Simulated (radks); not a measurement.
# Ag inside a hard spherical wall

The task here is to estimate one member of a computed series from the others.

Program: radks (a radial shooting solver on a logarithmic mesh, Libxc functionals) version 1. Level of theory: scalar-relativistic Kohn-Sham, LDA (Slater exchange, VWN5 correlation), spin-polarised, spherical densities, point nucleus; open shells are filled with parallel spins first. These are calculated values, not measurements, unless marked.

### What is computed

* element: silver (Z = 47)
* charge: 0
* electrons: 47
* configuration: [Kr] 4d10 5s1

Outer shells as boxes (Hund's rule):

Ag
```
[Kr] core
4d [↑↓][↑↓][↑↓][↑↓][↑↓]
5s [↑ ]
```

Set-up of the first run:

Settings of this run:

```text
Z 47
configuration [Kr] 4d10 5s1 5p0 6s0 4f0
relativity scalar-relativistic
functional lda,vwn5
spin polarised
nucleus point
c 137.035999084
```

Among the steps run: The free atom; Wall at 15 bohr; Wall at 8 bohr; Wall at 6 bohr; Wall at 5 bohr; Wall at 4 bohr; Wall at 3 bohr; Wall at 2.5 bohr; Wall at 2 bohr; Wall at 1.5 bohr.

One of the session's tables, all rows but one given; the rest of the session is left out.

```
R (bohr)  E − E(free) (eV)  ε(5s) (eV)  ε(5p, empty) (eV)  ε(6s, empty) (eV)  ε(4f, empty) (eV)
    free             0.000      -4.988             -1.032                  -                  -
      15             0.000      -4.988             -1.025              0.448              2.536
       8                 ?           ?                  ?                  ?                  ?
       6             0.544      -4.148              1.043             11.592             13.297
       5             1.901      -2.703              3.487             21.110             18.805
       4             7.480       1.712              9.931             42.898             28.481
       3            36.701      18.212             31.323             103.91             47.996
     2.5            93.974      43.463             61.647             179.39             67.249
       2            283.69      109.55             135.85             344.95             104.58
     1.5            1083.5      315.08             352.10             780.83             194.85
```

Q: Estimate the row for R (bohr) = 8 from the others.

Worked estimate for «E − E(free) (eV)». A straight line through the neighbours (15, 0.000) and (6, 0.544) gives 0.000 + (0.544 − 0.000) × (8 − 15) / (6 − 15) = 0.423; a parabola fitted to 3 rows on both sides gives -1.392.

The run gave: E − E(free) (eV): 0.051; ε(5s) (eV): -4.869; ε(5p, empty) (eV): -0.521; ε(6s, empty) (eV): 4.297; ε(4f, empty) (eV): 7.707. In «E − E(free) (eV)» the line misses by +0.372 and the parabola by -1.443. Between these rows the values bend or scatter more than so simple an estimate can follow.

From R = 4 bohr inwards the highest occupied level lies above zero, pushed up by confinement. Shells are not refilled when levels cross, and a hard wall is a model, not a crystal.
